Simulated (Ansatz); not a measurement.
# SiF (Pm-3m) in Ansatz: convergence with smearing width

Aim: find how far smearing width must go before the results for SiF settle, at HSE06. This setting moves, with any that are tied to it; all else stays.

Everything below comes from runs of Ansatz 0.2.0. Logs are shortened: lines on timing, memory, paths and dates and some standing lists are left out, and cuts for length are marked.

### Step 1. The structure

The structure is cubic, space group Pm-3m (No. 221). Conventional cell: a = 3.029 Å, b = 3.029 Å, c = 3.029 Å, α = 90.00°, β = 90.00°, γ = 90.00°. Around Si (site symmetry m-3m) lie 8 F at 2.62 Å. F (site symmetry m-3m) has 8 Si at 2.62 Å as nearest neighbours.

The cell was built by a generator and needn't be a form met in nature.

### Step 2. With smearing width 0.3 eV

Contents of input.yaml:

```yaml
crystal:
  lattice:
    - [3.0286, 0.0, 0.0]
    - [0.0, 3.0286, 0.0]
    - [0.0, 0.0, 3.0286]
  atoms:
    - { symbol: Si, position: [0.5, 0.5, 0.5] }
    - { symbol: F, position: [0.0, 0.0, 0.0] }
hamiltonian:
  xc: hse06
  pseudopotentials: { kind: paw, source: jth }
kpoints:
  mp_grid: { grid: [5, 5, 5] }
scf:
  occupations: { method: gaussian, width: 0.3 }
output:
  forces: true
  stress: true
  eigenvalues: true
```

Potentials or basis: JTH PAW.

Started as:

```sh
$ ansatz run input.yaml --threads 2 --pin off --max-ram 5632MiB --backend cpu --events-out ev --progress --plain --runs-dir out
```

Standard output:

```text
Warning: the checks of this Si dataset prove no rule for summing its radial tables, as where they were carried onto another mesh than they were made on, and Gregory's rule is taken, under which a leading mesh point left out moves its sums only by what lay on the interval it spanned. That does not make them correct, and they differ from Quantum ESPRESSO's on this file; a re-export a fraction of a mesh step off can move them. hamiltonian.pseudopotentials.radial_quadrature: simpson_from_first_knot sums it by `pw.x`'s rule; on a PAW file no value gives `pw.x`'s numbers. What more to know: hamiltonian.pseudopotentials.radial_quadrature, in the input reference
Warning: the checks of this F dataset prove no rule for summing its radial tables, as where they were carried onto another mesh than they were made on, and Gregory's rule is taken, under which a leading mesh point left out moves its sums only by what lay on the interval it spanned. That does not make them correct, and they differ from Quantum ESPRESSO's on this file; a re-export a fraction of a mesh step off can move them. hamiltonian.pseudopotentials.radial_quadrature: simpson_from_first_knot sums it by `pw.x`'s rule; on a PAW file no value gives `pw.x`'s numbers. What more to know: hamiltonian.pseudopotentials.radial_quadrature, in the input reference
Warning: output.stress: scf.convergence.dr2_threshold = 1e-7 eV (the SCF's general default) is looser than the 2e-10 eV advised for a printed stress (1e-10 eV for each atom of the cell: 2). What an SCF threshold leaves in a stress goes as its square root, and in the free energy as the threshold itself, and one threshold admits the most on a small cell: of the crystals measured, under no hybrid functional and no lock of the moments, on runs that ended without the residual-converged pass, on stresses that held no estimate of that error, the worst erred by over 100 MPa in a component at 1e-7 eV an atom and by under 5 at 1e-10. Set scf.convergence.dr2_threshold to 2e-10 eV or tighter. The threshold is an SCF's pass mark: one that does not reach it within its budget of iterations ends unconverged, or closes short of it on a stop that the run arms, and scf.convergence.dr2_threshold's page says what that costs each kind of run
Warning: output.stress: scf.exx.energy_threshold = 1e-6 eV is looser than the 2e-8 eV advised for a stress under a hybrid functional (1e-8 eV for each atom of the cell: 2). Every SCF of the exchange loop can meet its threshold on dr2 while the loop round them stops early: no threshold on dr2 bounds what that leaves in the stress. Set scf.exx.energy_threshold to 2e-8 eV or tighter. The threshold is the loop's pass mark: a loop that does not reach it within its budget of cycles ends unconverged, and scf.exx.energy_threshold's page has the law
Warning: RAYON_NUM_THREADS=2 ignored (pool sized by the plan → 2); use --threads N
Engine: ansatz 0.2.0, aarch64-unknown-linux-gnu
Pseudopotentials: kind: paw
Pseudopotential: Si, paw, valence charge 4, recommended cutoff 390 eV (normal), Si.paw.azcp
Pseudopotential: F, paw, valence charge 7, recommended cutoff 1500 eV (normal), F.paw.azcp
Functional definition: HSE06
  parameter a = 0.25
  parameter omega = 0.11/bohr
  exchange = pbe_x - a*pbe_x_sr(omega) + a*exact_x_sr(omega)
  correlation = pbe_c
Crystal: 2 atoms, lattice volume = 27.780 Å³
Basis set: ecut = 1500 eV, 3743 PW (Γ), exchange–correlation on 96×96×96 points (8 copies of the dense FFT grid, shifted against one another)
Bands: 10, of which v1, the nominal top of the filled ones, is band 6 counted from 1 (5 counted from 0)
Symmetry: 48 space group operations
Space group: Pm-3m (ITA 221), of the structure as read, at distance tolerance 3.0e-5 Å
k-points: 10 of 125
Non-local potential: Si, projectors of the file, l = 0: 2, l = 1: 2
Non-local potential: F, projectors of the file, l = 0: 2, l = 1: 2
PAW form: soft (Blöchl's): semilocal exchange-correlation on the pseudo side does not see the compensation charge
PAW frozen core: Si, regenerated for the run's functional, and the local potential with it (the file was generated under x = pbe(κ = 0.804, μ = 0.2195149727645171), c = pbe(β = 0.06672455060314922))
PAW frozen core: F, regenerated for the run's functional, and the local potential with it (the file was generated under x = pbe(κ = 0.804, μ = 0.2195149727645171), c = pbe(β = 0.06672455060314922))
PAW one-centre angular grid: Si, 110 points (default); XC on 97 of its mesh's 825 points in the sphere
PAW one-centre angular grid: F, 110 points (default); XC on 79 of its mesh's 765 points in the sphere
Initial density: superposition of atomic densities (chi_scale 0.1, normalization cell), built separately for each of the 2 bonded fragments (scf.initial_density.interfragment_charge_transfer: auto; true builds it for the cell as a whole; a typed value also counts as a typed key of the start: scf.initial_density.chi_scale says what that changes, if anything)
Initial wavefunctions: pseudopotential atomic-orbital guess
[... 32 lines left out ...]
preconditioner: auto → none  [insulator: Δε(μ)=0.620 eV  Ē_g=12.990 eV  σ=0.300 eV  W_gap=0.74  n_scr=6 (ndim 8)  ℏωp=21.1 eV  f_vac=0.004  D(μ)=0.87/eV (n_scr^D=6)]
SCF iter   2: F=—  HF=-1441.604671 eV  |F-HF|=—  |Δ(HF+E_count)|=   2.97e-7  Δρ=1.11e-5  dr2=1.52e-8  ethr=3.05e-10  ⟨swp⟩=6.1  Hψ=298  notcnv=0
SCF iter   3: F=-1441.604671 eV  HF=-1441.604671 eV  |F-HF|=8.89e-9  |Δ(HF+E_count)|=   9.52e-8  Δρ=4.10e-6  dr2=2.05e-9  ethr=1.21e-10  ⟨swp⟩=4.7  Hψ=221  notcnv=0
SCF 3 converged in 3 iterations: F = -1441.604671 eV  dr2 = 2.05e-9
  Residual-converged pass: ⟨swp⟩=3.1  Hψ=191  notcnv=0  max |occ|·‖R‖ = 2.3e-6 eV (tolerance 2.4e-6 eV)  dr2=2.05e-9  dr2_onsite=1.05e-9  max |Δocc| = 9.3e-12
hybrid outer 2: dexx = +5.087e-8 eV, tail = 6.27e-9 eV, Δε = 1.91e-3 eV (about 9.80e-5 eV left of the loop's levels)
hybrid SCF converged: 2 outer / 9 inner (+9 warm-up), last move |dexx| = 5.09e-8 eV, tail = 6.27e-9 eV
Stability not checked: this state was not tested for a lower state beside it, because the functional holds exact exchange (a hybrid, or Hartree-Fock), whose exchange loop this test does not read (fock_operator; see scf.lower_state_search)
Free energy (F): -1441.604671 eV
Frozen-core exchange: fock
Harris-Foulkes:  -1441.604671 eV  (|F-HF|=8.89e-9)
Internal energy: -1441.565374 eV  (E = F + TS)
E sigma→0 (E₀):  -1441.585022 eV
Entropy (-TS):   -0.039296 eV (-19.648 meV/atom)
Fermi energy:    6.868924 eV
--- Per-component energies (eV) ---
  E_band       = -35.167623
  E_kinetic    = 296.613003
  E_local      = -682.194534  (includes V_loc(G=0)·N_el)
  E_nonlocal   = 83.740990
  E_hartree    = 247.705386
  E_xc         = -123.999535
  E_vxc        = -129.658993  (∫ρ·V_xc dr)
  E_exx        = -30.773016  (= α·E_x^exact, valence–valence)
  E_paw        = -687.380758  (= ΣΔE_a)
  E_vpaw       = -37.532595  (= ΣTr[D̂ρ^β])
  E_aug_tail   = -0.000017  (compensation charges beyond the density's cutoff)
  E_ewald      = -545.187596
  E_core_change = -0.089296  (= ΣΔE_core)
  E_smearing   = -0.039296  (= −TS)
  E_closure    = 0.000000  (closes the sum)
  Σ components = -1441.604671   (vs F -1441.604671, Δ=2.27e-13)
--- Forces (eV/Å), atoms counted from 1 ---
  atom   1  Si     0.00000000     0.00000000     0.00000000
  atom   2  F      0.00000000     0.00000000     0.00000000
  max |Σ_I F_I| component: 1.97e-31 eV/Å
--- Stress (GPa, compression-positive) ---
       -1.539463      -0.000000       0.000000
       -0.000000      -1.539463       0.000000
        0.000000       0.000000      -1.539463
  P = ⅓ Tr σ = -1.5395 GPa (-15.395 kbar)
--- Band table (eV; the first three rows and the last of 10) ---
  k-point 0: bands = ["-20.1561", "-3.3244", "0.3887", "0.3887", "0.3887", "12.8767", "12.8767", "12.8767", "13.4882", "13.4882"]
  k-point 1: bands = ["-20.0747", "-3.6540", "0.5025", "0.5025", "0.8579", "9.0641", "12.8378", "12.8378", "14.0341", "17.3733"]
  k-point 2: bands = ["-19.9387", "-4.2157", "0.6947", "0.6947", "2.4596", "5.3553", "12.7467", "12.7467", "15.3174", "20.9835"]
  k-point 9: bands = ["-19.6359", "-1.0126", "-0.5101", "-0.5101", "2.5096", "6.6165", "6.6165", "8.2561", "16.7647", "17.3512"]
```

It took 26 s on 2 threads of Arm Neoverse V2, shared host; peak memory 2 GiB.

What came out:

```
Free energy            : -1441.6047 eV
Pressure               : -1.5 GPa
Band gap on the k mesh : none (metal or under the smearing width)
```

### Step 3. With smearing width 0.2 eV

input.yaml, as its differences from that of step 2:

```diff
@@ -14,3 +14,3 @@
 scf:
-  occupations: { method: gaussian, width: 0.3 }
+  occupations: { method: gaussian, width: 0.2 }
 output:
```

Potentials or basis: JTH PAW.

Started as:

```sh
$ ansatz run input.yaml --threads 2 --pin off --max-ram 5632MiB --backend cpu --events-out ev --progress --plain --runs-dir out
```

Run time: 26 s. Hardware: 2 threads of Arm Neoverse V2, shared host; peak memory 2 GiB.

What came out:

* Free energy: -1441.5926 eV
* Pressure: -1.6 GPa
* Band gap on the k mesh: none (metal or under the smearing width)

### Step 4. With smearing width 0.15 eV

input.yaml, as its differences from that of step 3:

```diff
@@ -14,3 +14,3 @@
 scf:
-  occupations: { method: gaussian, width: 0.2 }
+  occupations: { method: gaussian, width: 0.15 }
 output:
```

Started as:

```sh
$ ansatz run input.yaml --threads 2 --pin off --max-ram 5632MiB --backend cpu --events-out ev --progress --plain --runs-dir out
```

Run time: 25 s. Hardware: 2 threads of Arm Neoverse V2, shared host; peak memory 2 GiB.

Results:

```
Free energy            : -1441.5870 eV
Pressure               : -1.7 GPa
Band gap on the k mesh : none (metal or under the smearing width)
```

### Step 5. With smearing width 0.1 eV

input.yaml, as its differences from that of step 4:

```diff
@@ -14,3 +14,3 @@
 scf:
-  occupations: { method: gaussian, width: 0.15 }
+  occupations: { method: gaussian, width: 0.1 }
 output:
```

Started as:

```sh
$ ansatz run input.yaml --threads 2 --pin off --max-ram 5632MiB --backend cpu --events-out ev --progress --plain --runs-dir out
```

Run time: 26 s. Hardware: 2 threads of Arm Neoverse V2, shared host; peak memory 2 GiB.

What came out:

| Property | Result |
| --- | --- |
| Free energy | -1441.5818 eV |
| Pressure | -1.8 GPa |
| Band gap on the k mesh | none (metal or under the smearing width) |

### Step 6. With smearing width 0.05 eV

input.yaml, as its differences from that of step 5:

```diff
@@ -14,3 +14,3 @@
 scf:
-  occupations: { method: gaussian, width: 0.1 }
+  occupations: { method: gaussian, width: 0.05 }
 output:
```

Potentials or basis: JTH PAW.

Started as:

```sh
$ ansatz run input.yaml --threads 2 --pin off --max-ram 5632MiB --backend cpu --events-out ev --progress --plain --runs-dir out
```

Run time: 25 s. Hardware: 2 threads of Arm Neoverse V2, shared host; peak memory 2 GiB.

The run converged. Its results:

| Property | Result |
| --- | --- |
| Free energy | -1441.5769 eV |
| Pressure | -1.8 GPa |
| Band gap on the k mesh | none (metal or under the smearing width) |

### Step 7. With smearing width 0.025 eV

input.yaml, as its differences from that of step 6:

```diff
@@ -14,3 +14,3 @@
 scf:
-  occupations: { method: gaussian, width: 0.05 }
+  occupations: { method: gaussian, width: 0.025 }
 output:
```

Started as:

```sh
$ ansatz run input.yaml --threads 2 --pin off --max-ram 5632MiB --backend cpu --events-out ev --progress --plain --runs-dir out
```

It took 29 s on 2 threads of Arm Neoverse V2, shared host; peak memory 2 GiB.

It converged, with:

- Free energy: -1441.5745 eV
- Pressure: -1.8 GPa
- Band gap on the k mesh: none (metal or under the smearing width)

### Step 8. With smearing width 0.01 eV

input.yaml, as its differences from that of step 7:

```diff
@@ -14,3 +14,3 @@
 scf:
-  occupations: { method: gaussian, width: 0.025 }
+  occupations: { method: gaussian, width: 0.01 }
 output:
```

Started as:

```sh
$ ansatz run input.yaml --threads 2 --pin off --max-ram 5632MiB --backend cpu --events-out ev --progress --plain --runs-dir out
```

It took 29 s on 2 threads of Arm Neoverse V2, shared host; peak memory 2 GiB.

The run converged. Its results:

| Quantity | Value |
| --- | --- |
| Free energy | -1441.5730 eV |
| Pressure | -1.8 GPa |
| Band gap on the k mesh | none (metal or under the smearing width) |

### Step 9. With smearing width 0.005 eV

input.yaml, as its differences from that of step 8:

```diff
@@ -14,3 +14,3 @@
 scf:
-  occupations: { method: gaussian, width: 0.01 }
+  occupations: { method: gaussian, width: 0.005 }
 output:
```

Potentials or basis: JTH PAW.

Started as:

```sh
$ ansatz run input.yaml --threads 2 --pin off --max-ram 5632MiB --backend cpu --events-out ev --progress --plain --runs-dir out
```

Wall time 29 s (2 threads of Arm Neoverse V2, shared host); peak memory 2 GiB.

It converged, with:

* Free energy: -1441.5726 eV
* Pressure: -1.8 GPa
* Band gap on the k mesh: none (metal or under the smearing width)

### Step 10. Summary

```
smearing width  energy less the tightest run, at zero smearing (meV/atom)  pressure (GPa)  SCF cycles  CPU time (s)  peak memory (GiB)
        0.3 eV                                                      -6.35           -1.54          18            50                  2
        0.2 eV                                                      -4.43           -1.63          19            50                  2
       0.15 eV                                                      -3.26           -1.70          20            50                  2
        0.1 eV                                                      -2.21           -1.78          19            50                  2
       0.05 eV                                                      -1.08           -1.81          17            50                  2
      0.025 eV                                                      -0.48           -1.81          23            56                  2
       0.01 eV                                                      -0.12           -1.81          25            57                  2
      0.005 eV                                                       0.00           -1.81          25            56                  2
```

Against the tightest run, the energy stays within 1 meV/atom from 0.025 eV on; the pressure stays within 0.1 GPa from 0.1 eV on. Narrower smearing needs a denser k mesh, so at a fixed mesh the narrowest width isn't the most accurate. The tightest run that finished is the yardstick and may itself not be fully converged.

Caveats: all runs use coarse meshes; an odd number of electrons without spin polarisation forces a metal; a magnetic or distorted state may lie lower; the thresholds are loose for stress.
